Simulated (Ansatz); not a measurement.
**BrH3O3Sn: up Jacob's ladder to CCSD(T)**

The task here is to estimate one member of a computed series from the others.

Method: functionals in def2-TZVPP, the program's frozen cores in correlated methods; program: Ansatz 0.2.0, Gaussian basis.

Plan: LDA (SPW92), PBE-D4, revPBE-D4, BLYP-D4, r2SCAN-D4, B97M-V, PBE0-D4, B3LYP-D4, r2SCANh-D4, r2SCAN0-D4, HSE06-D4, BHLYP-D4, CAM-B3LYP-D4, LC-ωPBE, ωB97X-V, ωB97M-V, B2PLYP, PBE-QIDH; CCSD(T)/def2-SVP; CCSD(T)/def2-TZVPP; MP2/def2-QZVPP; extrapolation to the limit; RPA on PBE.

### The relaxed structure

An earlier PBE0-D4 in a triple-zeta def2 set relaxation fixed the geometry. Sn takes the def2 core potential; no spin-orbit term is included.

8 atoms, charge 0, spin multiplicity 1.

Atoms are counted from 1 here; the program's logs count them from 0.

Bond lengths: O1–Sn2 1.942 Å, O1–H6 0.961 Å, Sn2–O3 1.941 Å, Sn2–O4 1.935 Å, Sn2–Br5 2.452 Å, O3–H7 0.962 Å, O4–H8 0.962 Å. Angles: Sn2–O1–H6 112.8°, O1–Sn2–O3 107.8°, O1–Sn2–O4 112.6°, O1–Sn2–Br5 108.0°, O3–Sn2–O4 105.1°, O3–Sn2–Br5 114.2°, O4–Sn2–Br5 109.3°, Sn2–O3–H7 112.9°, Sn2–O4–H8 111.3°.

Set-up of the first run:

in.yaml reads:

```yaml
crystal:
  periodic: [false, false, false]
  atoms:
    - {symbol: O, position_ang: [-0.766060, 1.055065, 1.264289]}
    - {symbol: Sn, position_ang: [-0.051245, 0.046632, -0.233550]}
    - {symbol: O, position_ang: [1.700558, -0.613152, 0.277872]}
    - {symbol: O, position_ang: [-1.091535, -1.536903, -0.627546]}
    - {symbol: Br, position_ang: [-0.036532, 1.516080, -2.196443]}
    - {symbol: H, position_ang: [-1.215495, 1.859804, 0.990847]}
    - {symbol: H, position_ang: [2.141989, -0.046303, 0.916887]}
    - {symbol: H, position_ang: [-0.589482, -2.338222, -0.448155]}
basis:
  gaussian: {orbitals: def2-TZVPP}
hamiltonian: {xc: lda}
output: {orbitals: {seedname: orbitals}}
```

The run is started by

```
ansatz run in.yaml --threads 4 --pin off --events-out ev --progress --plain --max-ram 10444MiB
```

Steps of the session up to this table: LDA; PBE-D4 (GGA); revPBE-D4 (GGA); BLYP-D4 (GGA); r2SCAN-D4 (meta-GGA); B97M-V (meta-GGA); PBE0-D4 (hybrid); B3LYP-D4 (hybrid); r2SCANh-D4 (hybrid); r2SCAN0-D4 (hybrid); HSE06-D4 (hybrid); BHLYP-D4 (hybrid); CAM-B3LYP-D4 (range-separated); LC-ωPBE (range-separated); ωB97X-V (range-separated); ωB97M-V (range-separated); B2PLYP (double hybrid); PBE-QIDH (double hybrid).

One of the session's tables, all rows but one given; the rest of the session is left out.

It belongs to the step «Orbital energies across the functionals». 

| functional | HOMO (eV) | LUMO (eV) | gap (eV) |
| --- | --- | --- | --- |
| LDA (SPW92) | -7.62 | -3.38 | 4.24 |
| PBE-D4 | ? | ? | ? |
| revPBE-D4 | -7.35 | -2.92 | 4.43 |
| BLYP-D4 | -7.28 | -3.02 | 4.26 |
| r2SCAN-D4 | -7.82 | -2.82 | 5.00 |
| B97M-V | -7.87 | -2.77 | 5.10 |
| PBE0-D4 | -8.88 | -2.12 | 6.76 |
| B3LYP-D4 | -8.60 | -2.46 | 6.14 |
| r2SCANh-D4 | -8.36 | -2.49 | 5.87 |
| r2SCAN0-D4 | -9.13 | -1.98 | 7.15 |
| HSE06-D4 | -8.48 | -2.49 | 5.99 |
| BHLYP-D4 | -10.09 | -1.19 | 8.90 |
| CAM-B3LYP-D4 | -10.24 | -1.16 | 9.08 |
| LC-ωPBE | -11.67 | 0.16 | 11.83 |
| ωB97X-V | -11.29 | 0.01 | 11.29 |
| ωB97M-V | -11.15 | -0.15 | 11.00 |

Estimate the missing values for PBE-D4.

As computed: HOMO (eV): -7.42; LUMO (eV): -3.05; gap (eV): 4.38. In the column «HOMO (eV)» it lies between LDA (SPW92) (-7.62) and revPBE-D4 (-7.35).
